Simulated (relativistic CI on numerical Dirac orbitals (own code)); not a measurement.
# Co⁴⁺: 3s photoemission with charge transfer

Wanted: the shape of the 3s photoemission spectrum of Co⁴⁺ in a cubic metal-ligand cluster, for 3 values of tenDq.

Program: relativistic CI on numerical Dirac orbitals (own code) version 3. Level of theory: charge-transfer multiplet model of a cubic metal-ligand cluster with up to 3 ligand holes, Slater and spin-orbit integrals from Dirac-Coulomb-Breit ions, Slater integrals scaled by 0.7. These are calculated values, not measurements, unless marked.

### Step 1. The atom as given

| Property | Result |
| --- | --- |
| ion | Co⁴⁺ (Co V) |
| nuclear charge | 27 |
| electrons | 23 |
| d electrons | 5 |
| ligand holes at most | 3 |
| parameters | in eV; Veg, Vt2g hoppings, tenDq and tenDqL metal and ligand splittings (negative tenDq: tetrahedral), red the scaling of hopping with a core hole |
| temperature | 300 K |
| widths | Lorentz 1.4 eV, Gauss 0.8 eV |

### Step 2. tenDq = 0.5 eV

Settings, as recorded:

```ini
cluster ion=Co4+ d5 ligand_holes=3 slater_scale=0.7
Delta=-0.4 Udd=7.3 Upd=9.5 tenDq=0.5 tenDqL=0.6 Veg=1.6 Vt2g=-0.71 red=1
spectrum xps 3s T=300 lorentz=1.4 gauss=0.8
```

Run with:

```sh
python run_levels.py task.json out
```

task.json lists these runs, among others, and the program works through them in turn.

The program writes no log. Results of the run, from its result record (rounded, main fields):

```text
{
  "status": "converged",
  "curve, one point in 7 above 2 % of the maximum [energy, intensity] [eV from the first main peak; 1/eV]": [
    [-3.4, 0.005707],
    [-2.7, 0.008479],
    [-2, 0.01424],
    [-1.3, 0.02895],
    [-0.6, 0.06656],
    [0.1, 0.09504],
    [0.8, 0.06135],
    [1.5, 0.03559],
    [2.2, 0.02259],
    [2.9, 0.01823],
    [3.6, 0.02262],
    [4.3, 0.03734],
    [5, 0.05643],
    [5.7, 0.05964],
    [6.4, 0.04076],
    [7.1, 0.02772],
    [7.8, 0.03218],
    [8.5, 0.04479],
    [9.2, 0.04263],
    [9.9, 0.044],
    [10.6, 0.06299],
    [11.3, 0.06706],
    [12, 0.04332],
    [12.7, 0.03083],
    [13.4, 0.03527],
    [14.1, 0.05078],
    [14.8, 0.04666],
    [15.5, 0.02467],
    [16.2, 0.01363],
    [16.9, 0.01046],
    [17.6, 0.009318],
    [18.3, 0.008081],
    [19, 0.007885],
    [19.7, 0.007925],
    [20.4, 0.008638],
    [21.1, 0.01328],
    [21.8, 0.02832],
    [22.5, 0.0522],
    [23.2, 0.0413],
    [23.9, 0.0182],
    [24.6, 0.008729],
    [25.3, 0.005141]
  ],
  "weights": [0.605182, 0.371802, 0.0227747, 0.00024153],
  "n_d": 5.41808,
  "n_eg": 2.30873,
  "ground_S": 2.49664,
  "ground_energy [eV]": -8.16679,
  "cluster_levels [E_eV, degeneracy, S, weight_dn]": [
    [4.669e-06, 6, 2.497, 0.6052],
    [1.379, 2, 1.492, 0.2748],
    [1.384, 4, 1.5, 0.2729],
    [1.411, 4, 1.498, 0.2739],
    [1.434, 2, 1.499, 0.2756],
    [1.657, 2, 1.499, 0.2144],
    [1.667, 4, 1.499, 0.2161],
    [1.676, 4, 1.494, 0.2189],
    [1.695, 2, 1.495, 0.2214],
    [2.236, 4, 1.495, 0.2725],
    [2.236, 2, 1.483, 0.2727],
    [2.237, 2, 1.497, 0.2721],
    [2.254, 2, 0.5592, 0.2854],
    [2.323, 4, 1.493, 0.2986],
    [2.371, 4, 0.527, 0.285],
    [2.679, 4, 1.497, 0.133],
    [2.808, 2, 1.51, 0.2248],
    [2.812, 3, 1.506, 0.2292]
  ],
  "atomic [eV]": {"ground": {"F2dd": 9.50771, "F4dd": 5.9707, "zeta_d": 0.0797045}, "final": {"F2dd": 10.1517, "F4dd": 6.40396, "zeta_d": 0.0896074, "zeta_core": 0.0, "G2cd": 9.8063}}
}
```

Run time: 8.3 s. Hardware: 1 thread of Intel Xeon Platinum 8559C, shared host; peak memory 0.22 GiB.

### Step 3. tenDq = 0.2 eV

Settings, as recorded:

```ini
cluster ion=Co4+ d5 ligand_holes=3 slater_scale=0.7
Delta=-0.4 Udd=7.3 Upd=9.5 tenDq=0.2 tenDqL=0.6 Veg=1.6 Vt2g=-0.71 red=1
spectrum xps 3s T=300 lorentz=1.4 gauss=0.8
```

Results of the run:

```text
{
  "status": "converged",
  "curve, one point in 12 above 2 % of the maximum [energy, intensity] [eV from the first main peak; 1/eV]": [
    [-3.3, 0.006109],
    [-2.1, 0.01338],
    [-0.9, 0.0484],
    [0.3, 0.09153],
    [1.5, 0.03294],
    [2.7, 0.01782],
    [3.9, 0.02962],
    [5.1, 0.06069],
    [6.3, 0.04164],
    [7.5, 0.02877],
    [8.7, 0.04646],
    [9.9, 0.04084],
    [11.1, 0.06792],
    [12.3, 0.03777],
    [13.5, 0.04054],
    [14.7, 0.04729],
    [15.9, 0.0167],
    [17.1, 0.01021],
    [18.3, 0.007988],
    [19.5, 0.007591],
    [20.7, 0.009214],
    [21.9, 0.02807],
    [23.1, 0.04718],
    [24.3, 0.01253],
    [25.5, 0.00471]
  ],
  "weights": [0.594579, 0.381532, 0.0236446, 0.000244007],
  "n_d": 5.42955,
  "n_eg": 2.33045,
  "ground_S": 2.49727,
  "ground_energy [eV]": -8.21181,
  "cluster_levels [E_eV, degeneracy, S, weight_dn]": [
    [2.297e-06, 6, 2.497, 0.5946],
    [1.588, 2, 1.495, 0.2603],
    [1.591, 4, 1.5, 0.2588],
    [1.618, 4, 1.498, 0.2601],
    [1.641, 2, 1.499, 0.2621],
    [1.84, 2, 1.499, 0.208],
    [1.852, 4, 1.498, 0.2099],
    [1.862, 4, 1.497, 0.2119],
    [1.881, 2, 1.497, 0.2154],
    [2.163, 2, 1.499, 0.2544],
    [2.164, 4, 1.498, 0.2541],
    [2.166, 2, 1.498, 0.2535],
    [2.276, 4, 1.497, 0.2856],
    [2.57, 4, 1.496, 0.1257],
    [2.698, 2, 0.5178, 0.2741],
    [2.811, 3, 0.5153, 0.2738],
    [2.889, 2, 1.507, 0.251],
    [2.892, 2, 1.503, 0.2549],
    [2.927, 2, 1.507, 0.2487],
    [2.935, 2, 1.497, 0.2458]
  ],
  "atomic [eV]": {"ground": {"F2dd": 9.50771, "F4dd": 5.9707, "zeta_d": 0.0797045}, "final": {"F2dd": 10.1517, "F4dd": 6.40396, "zeta_d": 0.0896074, "zeta_core": 0.0, "G2cd": 9.8063}}
}
```

Wall time 7.2 s (1 thread of Intel Xeon Platinum 8559C, shared host); peak memory 0.23 GiB.

### Step 4. tenDq = 0.8 eV

Settings, as recorded:

```ini
cluster ion=Co4+ d5 ligand_holes=3 slater_scale=0.7
Delta=-0.4 Udd=7.3 Upd=9.5 tenDq=0.8 tenDqL=0.6 Veg=1.6 Vt2g=-0.71 red=1
spectrum xps 3s T=300 lorentz=1.4 gauss=0.8
```

Results of the run:

```text
{
  "status": "converged",
  "curve, one point in 12 above 2 % of the maximum [energy, intensity] [eV from the first main peak; 1/eV]": [
    [-3.5, 0.00541],
    [-2.3, 0.01119],
    [-1.1, 0.03715],
    [0.1, 0.09093],
    [1.3, 0.04282],
    [2.5, 0.02117],
    [3.7, 0.0236],
    [4.9, 0.04948],
    [6.1, 0.05288],
    [7.3, 0.0274],
    [8.5, 0.0439],
    [9.7, 0.0437],
    [10.9, 0.07266],
    [12.1, 0.03816],
    [13.3, 0.03153],
    [14.5, 0.0528],
    [15.7, 0.02084],
    [16.9, 0.0105],
    [18.1, 0.008321],
    [19.3, 0.008315],
    [20.5, 0.009562],
    [21.7, 0.02843],
    [22.9, 0.04952],
    [24.1, 0.01326],
    [25.3, 0.004922]
  ],
  "weights": [0.613967, 0.363704, 0.0220886, 0.000240542],
  "n_d": 5.4086,
  "n_eg": 2.28766,
  "ground_S": 2.49559,
  "ground_energy [eV]": -8.12693,
  "cluster_levels [E_eV, degeneracy, S, weight_dn]": [
    [9.786e-06, 6, 2.496, 0.614],
    [1.167, 2, 1.482, 0.2902],
    [1.176, 4, 1.499, 0.288],
    [1.203, 4, 1.498, 0.2885],
    [1.226, 2, 1.499, 0.29],
    [1.471, 2, 1.499, 0.223],
    [1.479, 4, 1.498, 0.2246],
    [1.487, 4, 1.485, 0.2281],
    [1.506, 2, 1.484, 0.2305],
    [1.804, 2, 0.5715, 0.2967],
    [1.92, 4, 0.5409, 0.2964],
    [2.306, 4, 1.493, 0.2916],
    [2.306, 2, 1.493, 0.2911],
    [2.308, 2, 1.497, 0.2914],
    [2.36, 4, 1.491, 0.3063],
    [2.718, 2, 1.513, 0.1998],
    [2.723, 4, 1.509, 0.2039],
    [2.752, 4, 1.512, 0.1991]
  ],
  "atomic [eV]": {"ground": {"F2dd": 9.50771, "F4dd": 5.9707, "zeta_d": 0.0797045}, "final": {"F2dd": 10.1517, "F4dd": 6.40396, "zeta_d": 0.0896074, "zeta_core": 0.0, "G2cd": 9.8063}}
}
```

It took 9.9 s on 1 thread of Intel Xeon Platinum 8559C, shared host; peak memory 0.23 GiB.

### Step 5. Comparison

| run | d count | weight without ligand hole | ground S | up to four highest peaks (% of the highest), eV from the first main peak |
| --- | --- | --- | --- | --- |
| tenDq = 0.5 eV | 5.42 | 0.61 | 2.50 | 0.0 (100), 5.4 (65), 11.0 (74), 22.7 (56) |
| tenDq = 0.2 eV | 5.43 | 0.59 | 2.50 | 0.0 (100), 5.2 (62), 11.1 (69), 14.3 (55) |
| tenDq = 0.8 eV | 5.41 | 0.61 | 2.50 | 0.0 (100), 5.6 (69), 10.9 (79), 22.6 (60) |

### Step 6. Summary of results

| quantity | value |
| --- | --- |
| d count | 5.41 to 5.43 |
| ground spin (effective S from ⟨S²⟩) | 2.50 |

From tenDq = 0.2 eV to tenDq = 0.8 eV the ground-state d count goes from 5.43 to 5.41. In the first run d5 holds 61 % of the ground state. The cluster parameters are drawn, not fitted to a compound. The exchange splitting of an s hole comes out too large without intra-shell correlation.
